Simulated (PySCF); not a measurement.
# C3H10Si: geometry, spin-spin couplings

Wanted: the spin-spin couplings of C3H10Si (`CC(C)[SiH3]`), by calculation.

Computed with PySCF 2.14.0, with density-fitted response routines of our own, on a single molecule in the gas phase. Atoms are numbered from 0 throughout.

## Step 1: Starting geometry

14 atoms, charge 0, multiplicity 1; geometry from: GFN2-xTB. The atoms were then displaced at random by about 0.01 Å, so the start is not that level's minimum.

Bonds of the start (Å): C0–C1 1.50, C1–C2 1.53, C1–Si3 1.95, C0–H4 1.12, C0–H5 1.08, C0–H6 1.10, C1–H7 1.09, C2–H8 1.08, C2–H9 1.07, C2–H10 1.10, Si3–H11 1.47, Si3–H12 1.44, Si3–H13 1.44.

## Step 2: Optimising the geometry at PBE0-D3(BJ)/def2-SVP

What the job is given:

```
{"job": {"xc": "PBE0", "basis": "def2-SVP", "d3": "d3bj", "grid": 1, "shake": 0.01, "kind": "geom"}, "charge": 0, "multiplicity": 1}
C     -0.509070     1.246600    -0.768020
C     -0.203190     0.163950     0.227020
C     -1.106010    -1.050300    -0.028800
Si     1.687300    -0.291980     0.167750
H     -1.582570     1.548170    -0.712300
H     -0.343510     0.940090    -1.792010
H      0.083960     2.156450    -0.588990
H     -0.413360     0.554370     1.226050
H     -2.141210    -0.773000     0.072530
H     -0.912910    -1.454160    -1.005610
H     -0.893050    -1.835800     0.714670
H      1.927510    -1.327690     1.179530
H      2.427990     0.907130     0.450140
H      1.970950    -0.798920    -1.154700
```

On the command line:

```
$ OMP_NUM_THREADS=1 python probes_run.py task.json out
```

The driver reads the jobs from task.json and runs them one after another.

**Question.** This job is followed by: B3LYP/6-31G* indirect spin-spin coupling, non-relativistic, gas phase. What will the session give for the following? point group; rotational constants (main isotopes); largest coupling of the table (B3LYP/6-31G*).

**Answer**, as computed:

| quantity | value |
| --- | --- |
| point group | Cs |
| rotational constants (main isotopes) | 7.38, 4.11, 2.97 GHz |
| largest coupling of the table (B3LYP/6-31G*) | ¹J(Si,H) Si3–H11, -172.9 Hz |

In words: Over 3 steps the energy fell by 0.178 eV; of the close pairs, Si3–H12 changed most, 1.437 to 1.497 Å. No frequency check was run at this level, so the end point may be a saddle. Of the pairs tabulated at B3LYP/6-31G*, Si3–H11 (mean over like pairs) couples most strongly (-172.9 Hz; Fermi contact -173.2 Hz). Couplings from bases without tight functions are rough.
